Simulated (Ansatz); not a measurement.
# Ti: the cost of one run

Method: DFT PBEsol, scalar-relativistic, plane waves, PAW, in Ansatz 0.2.0.

**1. The system as given**

Symmetry: P6_3/mmc, No. 194, hexagonal system. The conventional cell has a = 2.950 Å, b = 2.950 Å, c = 4.686 Å, α = 90.00°, β = 90.00°, γ = 120.00°. Around Ti (site symmetry -6m2) lie 12 Ti at 2.90 to 2.95 Å.

Structure file:

```cif
data_structure
_symmetry_space_group_name_H-M 'P 1'
_symmetry_Int_Tables_number 1
_cell_length_a 2.9500
_cell_length_b 2.9500
_cell_length_c 4.6860
_cell_angle_alpha 90.000
_cell_angle_beta 90.000
_cell_angle_gamma 120.000
_cell_volume 35.32
loop_
_atom_site_label
_atom_site_type_symbol
_atom_site_fract_x
_atom_site_fract_y
_atom_site_fract_z
_atom_site_occupancy
Ti1 Ti 0.33333 0.66667 0.25000 1
Ti2 Ti 0.66667 0.33333 0.75000 1
```

The cell is taken as given, not relaxed at this level.

**2. The reference cell**

Reference values: F = -4947.7686 eV; pressure -5.87 GPa; largest force 0.000 eV/Å; gap on the mesh none (metal). It was computed beforehand with the settings of the runs below.

**3. Next: one atom moved over a plane**

Atom 1 (Ti) is moved by p along (0.000, 1.000, 0.000) and q along (0.000, 0.000, 1.000) (Å), all else fixed; its images in the other cells move with it. Points alike by symmetry are run once.

**4. At p = -0.450, q = -0.450**

input.yaml reads:

```yaml
crystal:
  lattice:
    - [2.9499978604, 0.0, 0.0]
    - [-1.4749989302, 2.5547730882, 0.0]
    - [0.0, 0.0, 4.686]
  atoms:
    - { symbol: Ti, position: [0.2452628894, 0.4905257788, 0.1539692702] }
    - { symbol: Ti, position: [0.6666666667, 0.3333333333, 0.75] }
basis:
  ecutwfc: 420
kpoints:
  mp_grid: { grid: [18, 18, 10] }
hamiltonian:
  xc: pbesol
scf:
  occupations: { method: gaussian, width: 0.15 }
output:
  forces: true
  stress: true
  eigenvalues: true
```

Started as:

```sh
ansatz run input.yaml --threads 1 --pin off --max-ram 2560MiB --backend cpu --events-out ev --progress --plain --runs-dir out
```

What time and memory should one allow on 1 thread of Intel Xeon Platinum 8488C (Sapphire Rapids), shared host?

About 15 s, with a peak of 0.72 GiB.
